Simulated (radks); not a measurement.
# Yb⁺ inside a hard spherical wall

An exercise on one series of results from a longer session: the logs are not shown, and one member is left open.

Program: radks (a radial shooting solver on a logarithmic mesh, Libxc functionals) version 1. Level of theory: scalar-relativistic Kohn-Sham, PBE, spin-polarised, spherical densities, point nucleus; open shells are filled with parallel spins first. These are calculated values, not measurements, unless marked.

## The atom as given

* element: ytterbium (Z = 70)
* charge: +1
* electrons: 69
* configuration: [Xe] 4f14 6s1

Outer shells as boxes (Hund's rule):

Yb⁺
```
[Xe] core
4f [↑↓][↑↓][↑↓][↑↓][↑↓][↑↓][↑↓]
6s [↑ ]
```

The first run:

Settings of this run:

```text
Z 70
configuration [Xe] 4f14 6s1 5d0 6p0 7s0
relativity scalar-relativistic
functional pbe,pbe
spin polarised
nucleus point
c 137.035999084
```

Among the steps run: The free atom; Wall at 15 bohr; Wall at 12 bohr; Wall at 10 bohr; Wall at 6 bohr; Wall at 5 bohr; Wall at 4 bohr; Wall at 3.5 bohr; Wall at 2 bohr; Wall at 1.5 bohr.

One of the session's tables, all rows but one given; the rest of the session is left out.

```
R (bohr)  E − E(free) (eV)  ε(6s) (eV)  ε(5d, empty) (eV)  ε(6p, empty) (eV)  ε(7s, empty) (eV)
    free             0.000      -9.627             -6.719             -5.816                  -
      15             0.000      -9.627             -6.719             -5.816             -2.997
      12                 ?           ?                  ?                  ?                  ?
      10             0.005      -9.615             -6.704             -5.745             -1.925
       6             0.780      -8.550             -5.892             -3.280              9.383
       5             2.528      -6.559             -4.731              0.279             21.136
       4             8.908      -0.340             -1.657              9.922             48.100
     3.5            18.246       7.416              1.871             20.807             75.274
       2            324.37      150.10             63.184             187.73             417.96
     1.5            1222.2      417.81             183.96             475.94             946.15
```

Estimate the missing values for R (bohr) = 12.

Worked estimate for «E − E(free) (eV)». A straight line through the neighbours (15, 0.000) and (10, 0.005) gives 0.000 + (0.005 − 0.000) × (12 − 15) / (10 − 15) = 0.003; a parabola fitted to 3 rows on both sides gives -0.125.

**Answer.** E − E(free) (eV): 0.000; ε(6s) (eV): -9.626; ε(5d, empty) (eV): -6.718; ε(6p, empty) (eV): -5.807; ε(7s, empty) (eV): -2.707. In «E − E(free) (eV)» the line misses by +0.003 and the parabola by -0.125. Between these rows the values bend or scatter more than so simple an estimate can follow.

In words: Eigenvalues are for spin up. Shells are not refilled when levels cross, and a hard wall is a model, not a crystal.
